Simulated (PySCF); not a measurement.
# 2-bromopropane: NMR shifts and spin-spin couplings

Wanted: the NMR shifts and spin-spin couplings of 2-bromopropane (`CC(C)Br`), by calculation.

Programs: PySCF 2.14.0, with density-fitted response routines of our own. Each step states its level of theory. These are calculated values for one molecule in the gas phase, unless marked as measured. Atoms count from 0, in the outputs and in this text.

## 1. The starting structure

11 atoms, charge 0, multiplicity 1; geometry from: GFN2-xTB.

Bonds of the start (Å): C0–C1 1.52, C1–C2 1.52, C1–Br3 1.98, C0–H4 1.09, C0–H5 1.09, C0–H6 1.09, C1–H7 1.09, C2–H8 1.09, C2–H9 1.09, C2–H10 1.09.

## 2. NMR shieldings: PBE0/pcSseg-1

Job settings and geometry (Å):

```
{"job": {"kind": "nmr", "xc": "PBE0", "basis": "pcSseg-1"}, "charge": 0, "multiplicity": 1}
C     -1.293963    -0.041092    -0.032613
C      0.097423     0.530887     0.150999
C      1.182475    -0.524554     0.076426
Br     0.422985     1.883803    -1.261393
H     -1.370935    -0.559345    -0.986806
H     -2.045930     0.745075    -0.004372
H     -1.504788    -0.751289     0.765830
H      0.167049     1.095291     1.083690
H      1.040189    -1.250617     0.875688
H      2.168968    -0.078239     0.184133
H      1.141952    -1.047250    -0.877547
```

Method: GIAO PBE0/pcSseg-1 NMR shielding, non-relativistic, gas phase.

**Question.** This job is followed by: B3LYP/pcJ-1 Br:pcSseg-1 indirect spin-spin coupling, non-relativistic, gas phase. Predict these results of the whole session: ¹³C shifts against TMS (PBE0/pcSseg-1, means over atoms taken as alike); ¹H shifts against TMS (PBE0/pcSseg-1, means over atoms taken as alike); ⁷⁹Br shifts against HBr (PBE0/pcSseg-1); largest coupling of the table (B3LYP/pcSseg-1+pcJ-1).

**Answer**, as computed:

| quantity | value |
| --- | --- |
| ¹³C shifts against TMS (PBE0/pcSseg-1, means over atoms taken as alike) | 60.1, 31.1 ppm |
| ¹H shifts against TMS (PBE0/pcSseg-1, means over atoms taken as alike) | 4.27, 1.64 ppm |
| ⁷⁹Br shifts against HBr (PBE0/pcSseg-1) | 557 ppm |
| largest coupling of the table (B3LYP/pcSseg-1+pcJ-1) | ¹J(C,H) C1–H7, 159.6 Hz |

In words: C1 stands next to heavy halogen, whose spin-orbit shielding this run leaves out, so the computed shift lies too far downfield, most of all for carbon beside Br or I. The most deshielded hydrogen is H7 (hydrogen on an sp3 CH bonded to Br), at 4.27 ppm: its carbon carries Br, hence the downfield position. At PBE0/pcSseg-1: The largest span, 1497 ppm, is at Br3, where the paramagnetic term is -1058 ppm. Of the pairs tabulated at B3LYP/pcSseg-1+pcJ-1, C1–H7 couples most strongly (159.6 Hz; Fermi contact 158.4 Hz). Spin-orbit coupling is left out, which matters for shieldings and couplings at and beside the heavy atoms.
